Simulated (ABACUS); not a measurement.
The system is TiSi2.

```xyz
6
Lattice="1.7651 -6.7593 0.0000 1.7651 6.7593 0.0000 0.0000 0.0000 3.5652" Properties=species:S:1:pos:R:3 pbc="T T T"
Ti    1.7651    5.3653    0.8913
Ti    1.7651   -5.3653    2.6739
Si    1.7651   -3.3839    0.8913
Si    1.7651    3.3839    2.6739
Si    1.7651    0.7875    0.8913
Si    1.7651   -0.7875    2.6739
```

The cell comes from a database or a generator and needn't be the stable form of this composition.

* Program: ABACUS 3.10.1
* Task: single point
* Functional: PBEsol
* Potentials or basis: PseudoDojo NC SR 0.4.1 PBEsol standard
* Cutoff: 1143 eV
* Density cutoff: 4572 eV
* Basis: plane waves
* k mesh: 8 × 8 × 8
* Occupations: fermi-dirac, width 0.05 eV
* Spin: no spin polarisation

On this cell: pressure -2.2 GPa; largest force 0.193 eV/Å; band gap on the k mesh none (metal or under the smearing width).

The same run follows on a disturbed copy (atoms moved at random, drawn with an rms of 0.05 Å):

```
CELL_PARAMETERS angstrom
1.76511 -6.75928 0.00000
1.76511 6.75928 0.00000
0.00000 0.00000 3.56517
ATOMIC_POSITIONS crystal
Ti 0.10025 0.90056 0.26093
Ti 0.89333 0.10529 0.76629
Si 0.75621 0.25156 0.25057
Si 0.23701 0.74227 0.74363
Si 0.44489 0.55588 0.25483
Si 0.54995 0.43315 0.74908
```

Question: What changes?

Answer: The energy (extrapolated to zero smearing) moves by +13.0 meV/atom; pressure -1.7 GPa; largest force 0.698 eV/Å; band gap on the k mesh none (metal or under the smearing width).

Forces on the atoms (eV/Å):
```
Ti  -0.261 -0.418 -0.495
Ti  -0.072 -0.383 -0.565
Si  -0.279  0.439  0.069
Si   0.362  0.005  0.330
Si  -0.029  0.613  0.154
Si   0.279 -0.256  0.507
```

Stress tensor (GPa, compression positive):
```
-2.46  0.25  0.16
 0.25 -1.86 -0.04
 0.16 -0.04 -0.84
```

Caveats: there are fewer bands than atomic start orbitals, so a level may be missed at k points of high symmetry.
